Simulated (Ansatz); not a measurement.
# C₂H₃Cl₃Ge: up Jacob's ladder to CCSD(T)

An exercise on one series of results from a longer session: the logs are not shown, and one member is left open.

Method: functionals in def2-TZVPP, the program's frozen cores in correlated methods; program: Ansatz 0.2.0, Gaussian basis.

The runs, in order: LDA (SPW92), PBE-D4, revPBE-D4, BLYP-D4, r2SCAN-D4, B97M-V, PBE0-D4, B3LYP-D4, r2SCANh-D4, r2SCAN0-D4, HSE06-D4, BHLYP-D4, CAM-B3LYP-D4, LC-ωPBE, ωB97X-V, ωB97M-V, B2PLYP, PBE-QIDH; CCSD(T)/def2-SVP; CCSD(T)/def2-TZVPP; MP2/def2-QZVPP; extrapolation to the limit; RPA on PBE.

### The geometry

All runs share one geometry, relaxed beforehand with PBE0-D4 in a triple-zeta def2 set.

9 atoms, charge 0, spin multiplicity 1.

Atoms are counted from 1 here; the program's logs count them from 0.

Bond lengths: C1–C2 1.325 Å, C1–H7 1.086 Å, C1–H8 1.085 Å, C2–Ge3 1.918 Å, C2–H9 1.086 Å, Ge3–Cl4 2.134 Å, Ge3–Cl5 2.134 Å, Ge3–Cl6 2.134 Å. Angles: C2–C1–H7 121.2°, C2–C1–H8 122.1°, H7–C1–H8 116.7°, C1–C2–Ge3 122.1°, C1–C2–H9 121.5°, Ge3–C2–H9 116.4°, C2–Ge3–Cl4 111.5°, C2–Ge3–Cl5 110.8°, C2–Ge3–Cl6 111.5°, Cl4–Ge3–Cl5 108.0°, Cl4–Ge3–Cl6 106.8°, Cl5–Ge3–Cl6 108.0°.

Set-up of the first run:

The input, in.yaml:

```yaml
crystal:
  periodic: [false, false, false]
  atoms:
    - {symbol: C, position_ang: [1.272648, -1.050415, -0.043073]}
    - {symbol: C, position_ang: [0.225319, -0.552924, 0.598241]}
    - {symbol: Ge, position_ang: [-0.866826, 0.831507, -0.155920]}
    - {symbol: Cl, position_ang: [-2.894820, 0.200242, -0.364923]}
    - {symbol: Cl, position_ang: [-0.148891, 1.398149, -2.084338]}
    - {symbol: Cl, position_ang: [-0.886178, 2.571556, 1.079691]}
    - {symbol: H, position_ang: [1.881437, -1.834253, 0.397397]}
    - {symbol: H, position_ang: [1.565463, -0.699808, -1.027496]}
    - {symbol: H, position_ang: [-0.059653, -0.910553, 1.583321]}
basis:
  gaussian: {orbitals: def2-TZVPP}
hamiltonian: {xc: lda}
output: {orbitals: {seedname: orbitals}}
```

The run is started by

```bash
$ ansatz run in.yaml --threads 4 --pin off --events-out ev --progress --plain --max-ram 11315MiB
```

Steps of the session up to this table: LDA; PBE-D4 (GGA); revPBE-D4 (GGA); BLYP-D4 (GGA); r2SCAN-D4 (meta-GGA); B97M-V (meta-GGA); PBE0-D4 (hybrid); B3LYP-D4 (hybrid); r2SCANh-D4 (hybrid); r2SCAN0-D4 (hybrid); HSE06-D4 (hybrid); BHLYP-D4 (hybrid); CAM-B3LYP-D4 (range-separated); LC-ωPBE (range-separated); ωB97X-V (range-separated); ωB97M-V (range-separated); B2PLYP (double hybrid); PBE-QIDH (double hybrid).

One table of the session follows, with a row left open; its other results are not shown here.

It belongs to the step «Orbital energies across the functionals». 

| functional | HOMO (eV) | gap (eV) |
| --- | --- | --- |
| LDA (SPW92) | -7.83 | 5.26 |
| PBE-D4 | ? | ? |
| revPBE-D4 | -7.59 | 5.38 |
| BLYP-D4 | -7.46 | 5.32 |
| r2SCAN-D4 | -7.94 | 5.81 |
| B97M-V | -7.93 | 5.90 |
| PBE0-D4 | -8.89 | 7.55 |
| B3LYP-D4 | -8.62 | 7.08 |
| r2SCANh-D4 | -8.40 | 6.62 |
| r2SCAN0-D4 | -9.06 | 7.83 |
| HSE06-D4 | -8.48 | 6.77 |
| BHLYP-D4 | -9.87 | 9.65 |
| CAM-B3LYP-D4 | -10.22 | 10.05 |
| LC-ωPBE | -11.70 | 12.67 |
| ωB97X-V | -11.26 | 12.16 |
| ωB97M-V | -11.14 | 11.93 |

**Question.** Estimate the row for PBE-D4.

As computed: HOMO (eV): -7.65; gap (eV): 5.35. In the column «HOMO (eV)» it lies between LDA (SPW92) (-7.83) and revPBE-D4 (-7.59).
